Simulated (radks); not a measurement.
# Taking charge from the 3s level of Cu²⁺ in fractions

Aim: follow energy and eigenvalue as charge leaves the 3s level of Cu²⁺ bit by bit, and test Janak's theorem, Slater's transition state and the straight-line condition.

Program: radks (a radial shooting solver on a logarithmic mesh, Libxc functionals) version 1. Level of theory: scalar-relativistic Kohn-Sham, SCAN, spin-polarised, spherical densities, finite nucleus; open shells are filled with parallel spins first. These are calculated values, not measurements, unless marked.

## (1) What is computed

| Quantity | Value |
| --- | --- |
| element | copper (Z = 29) |
| charge | +2 |
| electrons | 27 |
| configuration | [Ne] 3s(up 1, down 1) 3p6 3d9 |
| nuclear rms radius | 3.8823 fm |

In the logs a row gives level, spin channel, occupation and eigenvalue; Etot, Ekin, Encl (electron-nucleus), Eh (Hartree) and Exc are energies, all in hartree; err is the last residual, it the number of iterations.

A shell typed twice in an input gives spin up, then spin down.

## (2) Start: [Ne] 3s(up 1, down 1) 3p6 3d9

Settings of this run:

```text
Z 29
configuration [Ne] 3s1 3s1 3p6 3d9
relativity scalar-relativistic
functional scan,scan
spin polarised
nucleus finite rms 3.8823 fm
c 137.035999084
```

The program printed:

```text
1s      1   1.0000        -327.23487071
2s      1   1.0000         -40.41266240
2p      1   3.0000         -34.93494354
3s      1   1.0000          -5.33650613
3p      1   3.0000          -3.70571193
3d      1   5.0000          -1.11757722
1s      2   1.0000        -327.23477650
2s      2   1.0000         -40.38184018
2p      2   3.0000         -34.91202111
3s      2   1.0000          -5.28083945
3p      2   3.0000          -3.65048438
3d      2   4.0000          -1.06610640
Etot -1654.188140020234
Ekin 1678.8912798402127
Encl -3958.2772793144477
Eh 692.5074642454005
Exc -67.30960479139944
err 6.348788903336175e-07
it 15
```

Highest occupied level: 3d down at -29.010 eV.

Radial moments (bohr):

```csv
level,occupation,energy (eV),<r>,outermost maximum (interpolated),90 % within,nodes
2p up,3,-950.63,0.2064,0.158,0.337,0
2p down,3,-950.00,0.2063,0.158,0.337,0
3s up,1,-145.21,0.7087,0.613,1.06,2
3s down,1,-143.70,0.7097,0.613,1.06,2
3p up,3,-100.84,0.7437,0.620,1.15,1
3p down,3,-99.335,0.7454,0.620,1.15,1
3d up,5,-30.411,0.9114,0.599,1.58,0
3d down,4,-29.010,0.9253,0.601,1.61,0
```

Radial density 4πr²ρ:

```csv
r (bohr),4πr²ρ (e/bohr)
0.00173,0.6561
0.00248,1.270
0.00358,2.445
0.00514,4.516
0.00742,8.122
0.0106,13.63
0.0153,21.12
0.0220,29.41
0.0316,34.81
0.0453,34.10
0.0654,29.10
0.0938,29.33
0.135,37.81
0.194,38.34
0.278,24.20
0.402,17.87
0.576,22.54
0.826,17.35
1.19,6.916
1.71,1.793
2.47,0.2942
3.54,0.02303
```

## (3) 0.25 electron removed from 3s

Settings of this run:

```text
Z 29
configuration [Ne] 3s1 3s0.75 3p6 3d9
relativity scalar-relativistic
functional scan,scan
spin polarised
nucleus finite rms 3.8823 fm
c 137.035999084
```

The program printed:

```text
1s      1   1.0000        -327.47381034
2s      1   1.0000         -40.62330547
2p      1   3.0000         -35.14805882
3s      1   1.0000          -5.53776623
3p      1   3.0000          -3.90420465
3d      1   5.0000          -1.30311270
1s      2   1.0000        -327.46597697
2s      2   1.0000         -40.58755034
2p      2   3.0000         -35.11813154
3s      2   0.7500          -5.45780728
3p      2   3.0000          -3.82699894
3d      2   4.0000          -1.23600305
Etot -1652.8465466239566
Ekin 1677.5124668266217
Encl -3950.4975417314363
Eh 687.2021917071834
Exc -67.06366342632525
err 6.64782328984749e-07
it 15
```

Energy against step 2 (start: [Ne] 3s(up 1, down 1) 3p6 3d9): +36.507 eV. The top filled level is 3d down, -33.633 eV.

## (4) 0.5 electron removed from 3s

Settings of this run:

```text
Z 29
configuration [Ne] 3s1 3s0.5 3p6 3d9
relativity scalar-relativistic
functional scan,scan
spin polarised
nucleus finite rms 3.8823 fm
c 137.035999084
```

The program printed:

```text
1s      1   1.0000        -327.72116037
2s      1   1.0000         -40.84248708
2p      1   3.0000         -35.36963462
3s      1   1.0000          -5.74616351
3p      1   3.0000          -4.10969848
3d      1   5.0000          -1.49611112
1s      2   1.0000        -327.70549416
2s      2   1.0000         -40.80189847
2p      2   3.0000         -35.33279789
3s      2   0.5000          -5.63834255
3p      2   3.0000          -4.00818435
3d      2   4.0000          -1.41271439
Etot -1651.4598958932365
Ekin 1676.0903361120295
Encl -3942.474361987044
Eh 681.7362212068836
Exc -66.8120912251054
err 7.916254810308375e-07
it 15
```

Energy against step 2 (start: [Ne] 3s(up 1, down 1) 3p6 3d9): +74.239 eV. Highest occupied level: 3d down at -38.442 eV.

## (5) 0.75 electron removed from 3s

Settings of this run:

```text
Z 29
configuration [Ne] 3s1 3s0.25 3p6 3d9
relativity scalar-relativistic
functional scan,scan
spin polarised
nucleus finite rms 3.8823 fm
c 137.035999084
```

The program printed:

```text
1s      1   1.0000        -327.97633519
2s      1   1.0000         -41.06960350
2p      1   3.0000         -35.59914564
3s      1   1.0000          -5.96115465
3p      1   3.0000          -4.32166383
3d      1   5.0000          -1.69604689
1s      2   1.0000        -327.95274236
2s      2   1.0000         -41.02422216
2p      2   3.0000         -35.55538433
3s      2   0.2500          -5.81961313
3p      2   3.0000          -4.19196436
3d      2   4.0000          -1.59547819
Etot -1650.0279206568734
Ekin 1674.6235482591746
Encl -3934.223641758347
Eh 676.1288641211505
Exc -66.55669127885119
err 9.09409289211006e-07
it 15
```

E − E(step 2, start: [Ne] 3s(up 1, down 1) 3p6 3d9) = +113.205 eV. Highest occupied level: 3d down at -43.415 eV.

## (6) 1 electron removed from 3s

Settings of this run:

```text
Z 29
configuration [Ne] 3s1 3s0 3p6 3d9
relativity scalar-relativistic
functional scan,scan
spin polarised
nucleus finite rms 3.8823 fm
c 137.035999084
```

The program printed:

```text
1s      1   1.0000        -328.23881959
2s      1   1.0000         -41.30417805
2p      1   3.0000         -35.83610658
3s      1   1.0000          -6.18237000
3p      1   3.0000          -4.53973875
3d      1   5.0000          -1.90254596
1s      2   1.0000        -328.20721069
2s      2   1.0000         -41.25397345
2p      2   3.0000         -35.78533705
3s      2   0.0000          -5.99778415
3p      2   3.0000          -4.37560240
3d      2   4.0000          -1.78346753
Etot -1648.5508494248347
Ekin 1673.1124311003618
Encl -3925.758761756949
Eh 670.395291436645
Exc -66.2998102048928
err 1.1963217061102247e-06
it 15
```

E − E(step 2, start: [Ne] 3s(up 1, down 1) 3p6 3d9) = +153.398 eV. Highest occupied level: 3d down at -48.531 eV.

## (7) Summary of results

```csv
removed (e),E − E(0) (eV),eigenvalue (eV),E minus straight line (eV)
0,0.000,-143.70,0.000
0.25,36.507,-148.51,-1.843
0.5,74.239,-153.43,-2.460
0.75,113.21,-158.36,-1.844
1,153.40,-163.21,0.000
```

**Reading.** Removing the whole electron costs 153.40 eV, against 143.70 eV from minus the starting eigenvalue. Slater's transition state, half an electron removed, gives 153.43 eV. The trapezoid integral of minus the eigenvalue gives 153.44 eV over the range, against 153.40 eV from the energies (Janak's theorem; approximate here, since the scalar-relativistic density holds large components alone). The eigenvalue moves by 19.5 eV per electron. E bends below the straight line by 2.46 eV at 0.5 electron removed.
